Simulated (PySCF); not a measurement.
# [CeCl4]−: other functionals and bases at one geometry

The task here is to estimate one member of a computed series from the others.

The runs use PySCF 2.14.0; several levels, as the steps say, no spin–orbit coupling.

4 further runs of the same task are left out: 2 for a known fault of the program, 2 that didn't finish. Runs told in other sessions of the task aren't counted.

## Starting geometry

5 atoms, charge -1, spin multiplicity 1.

Bond lengths: Ce1–Cl2 2.657 Å, Ce1–Cl3 2.657 Å, Ce1–Cl4 2.657 Å, Ce1–Cl5 2.657 Å. Angles: Cl2–Ce1–Cl3 109.5°, Cl2–Ce1–Cl4 109.5°, Cl2–Ce1–Cl5 109.5°, Cl3–Ce1–Cl4 109.5°, Cl3–Ce1–Cl5 109.5°, Cl4–Ce1–Cl5 109.5°.

Geometry (Å):

```xyz
5
CeCl4
Ce    0.00000    0.00000    0.00000
Cl    1.53415    1.53415    1.53415
Cl   -1.53415   -1.53415    1.53415
Cl    1.53415   -1.53415   -1.53415
Cl   -1.53415    1.53415   -1.53415
```

Formal oxidation states: Ce +3. Each metal's 1 4f electrons lie in its core potential, so multiplicities, spins and levels count the valence alone. An earlier session relaxed this geometry at PBE, Ce lcecp-1-SVP with ECP47, Cl def2-SVP (singlet, point group Td).

At PBE on the finer grid: E = -1872.176737 Eh, HOMO -3.11 eV, LUMO 2.56 eV, Mulliken charge on Ce1 +0.61 e, largest force component 0.005 eV/Å. 

Levels to run: r2SCAN; M06-L; BLYP; HF; PBE, TZVP. Hardware: 2 threads of Arm Neoverse V1, shared host.

Set-up of the first run:

run.py (the lines that set the calculation)

```python
mol = gto.M(atom='''
Ce     0.00000     0.00000     0.00000
Cl     1.53415     1.53415     1.53415
Cl    -1.53415    -1.53415     1.53415
Cl     1.53415    -1.53415    -1.53415
Cl    -1.53415     1.53415    -1.53415''',
    basis={'Ce': 'lcecp-1-SVP', 'Cl': 'def2-SVP'},
    ecp={'Ce': 'lcecp-1-SVP'},
    charge=-1, spin=0)
mf = dft.RKS(mol, xc='R2SCAN')
mf.grids.atom_grid = (75, 302)  # f atoms: unpruned, at least (60, 302)
mf = mf.density_fit()  # fitting sets: Ce AutoAux, Cl def2-universal-JKFIT
mf.conv_tol = 1e-08; mf.max_cycle = 55
mf.kernel(dm0)  # dm0: the density of the relaxed state
```

On the command line:

```
> OMP_NUM_THREADS=2 python run.py
```

Among the steps run: r2SCAN; M06-L; BLYP; HF; PBE, TZVP.

One table of the session follows, with a row left open; its other results are not shown here.

| level | HOMO (eV) | gap (eV) | charge on Ce1 (e) | largest force component (eV/Å) |
| --- | --- | --- | --- | --- |
| PBE (relaxed here) | -3.11 | 5.67 | 0.61 | 0.01 |
| r2SCAN | -3.56 | 6.31 | 0.82 | 0.01 |
| M06-L | -3.45 | 6.30 | 1.09 | 0.06 |
| BLYP | -2.85 | 5.46 | 0.55 | 0.12 |
| HF | ? | ? | ? | ? |
| PBE, TZVP | -3.43 | 5.78 | 1.20 | 0.02 |

**Question.** Estimate the row for HF.

As computed: HOMO (eV): -7.84; gap (eV): 12.55; charge on Ce1 (e): 1.24; largest force component (eV/Å): 0.27. In the column «HOMO (eV)» it is the lowest.

In one basis the HOMO–LUMO gap runs from 5.46 eV (BLYP) to 12.55 eV (HF). The largest leftover force, 0.27 eV/Å with HF, stands at a geometry relaxed at another level. With 4f in the core, its levels are missing from HOMO and gap, and its count is fixed, so no charge can pass from the ligands into it. Total energies of different levels can't be compared.
